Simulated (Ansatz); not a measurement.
This script for Ansatz 0.2.0, Python API starts 3 runs on Ni, space group P6_3/mmc. What input does the engine get in each?

The script, `xc_ni.py`:
```python
"""Functional comparison for Ni (totals differ with the potentials too)."""

import csv

import ansatz as az

SETTINGS = {
    "cutoff_ev": 550,
    "kspacing": 0.2,
    "filling": "fermi_dirac",
}


def main() -> None:
    lattice = az.Lattice.of(
        [2.448023, 0.0, 0.0],
        [-1.224011, 2.12005, 0.0],
        [0.0, 0.0, 4.072808],
    )
    sites = [
        ("Ni", [1 / 3, 2 / 3, 0.25]),
        ("Ni", [2 / 3, 1 / 3, 0.75]),
    ]
    crystal = az.Crystal(lattice=lattice)
    for symbol, position in sites:
        crystal = crystal.atom(symbol, position)
    crystal = crystal.moments(Ni=2.0)

    base = crystal.calculation()
    base = base.basis(SETTINGS["cutoff_ev"]).kpoints(spacing=SETTINGS["kspacing"])
    base = base.occupations(SETTINGS["filling"])
    base = base.spin("collinear")
    base = base.forces()
    base = base.stress()

    rows = []
    for value in ["lda", "blyp", "pbesol"]:
        data = base.functional(value).run(threads=1).report
        rows.append((value, data["free_energy_ev"] / len(data["lattice"]["sites"]), data["n_iterations"], sum(data["stress_gpa"][i][i] for i in range(3)) / 3, max(abs(f) for row in data["forces_ev_ang"] for f in row), data["magnetization_mub"], data["n_kpoints"]))

    with open("xc.csv", "w", newline="") as handle:
        writer = csv.writer(handle)
        writer.writerow(["functional", "F/atom (eV)", "iterations", "P (GPa)", "max component (eV/A)", "moment (muB)", "k-points"])
        writer.writerows([round(v, 5) if isinstance(v, float) else v for v in row] for row in rows)
    print(open("xc.csv").read())


if __name__ == "__main__":
    main()
```

Run 1:
```yaml
crystal:
  lattice:
    - [2.448023, 0.0, 0.0]
    - [-1.224011, 2.12005, 0.0]
    - [0.0, 0.0, 4.072808]
  atoms:
    - { symbol: Ni, position: [0.3333333333333333, 0.6666666666666666, 0.25] }
    - { symbol: Ni, position: [0.6666666666666666, 0.3333333333333333, 0.75] }
basis:
  ecutwfc: 550.0
kpoints:
  mp_grid:
    kspacing: 0.2
hamiltonian:
  xc: lda
magnetization:
  spin_polarized: true
  per_species:
    Ni: 2.0
scf:
  occupations:
    method: fermi_dirac
output:
  forces: true
  stress: true
```

Run 2, against run 1:
```diff
-  xc: lda
+  xc: blyp
```

Run 3, against run 1:
```diff
-  xc: lda
+  xc: pbesol
```

```console
$ python xc_ni.py
functional,F/atom (eV),iterations,P (GPa),max component (eV/A),moment (muB),k-points
lda,-5773.36728,10,-10.58637,0.0,1.22998,135
blyp,-5848.24113,10,17.47582,0.0,1.22635,135
pbesol,-5804.97866,10,-2.82937,0.0,1.26823,135
```

From lowest to highest: LDA (-10.6 GPa), PBEsol (-2.8 GPa) and BLYP (17.5 GPa). At a fixed cell a lower pressure usually means a smaller equilibrium volume, so LDA prefers the smallest cell and BLYP the largest.

Caveats:
- Other magnetic orders than the one started from may lie lower.
- BLYP can be off by several per cent in the lattices of metals, and by several GPa in the pressure at a fixed cell.
- The overall sign of a collinear moment is arbitrary, and semilocal functionals can give small moments to compounds that are paramagnetic.
- Forces vanish by symmetry here and test nothing.
- Pressure is positive in compression.
- This isn't the structure that Ni takes at ambient conditions.
- Total energies of different functionals can't be compared; pressures, moments and gaps at this one structure can.
- Wall time of the script: 20 s on 1 thread of Intel(R) Xeon(R) 6975P-C (Granite Rapids), with other jobs on the host, peak memory 0.54 GiB.
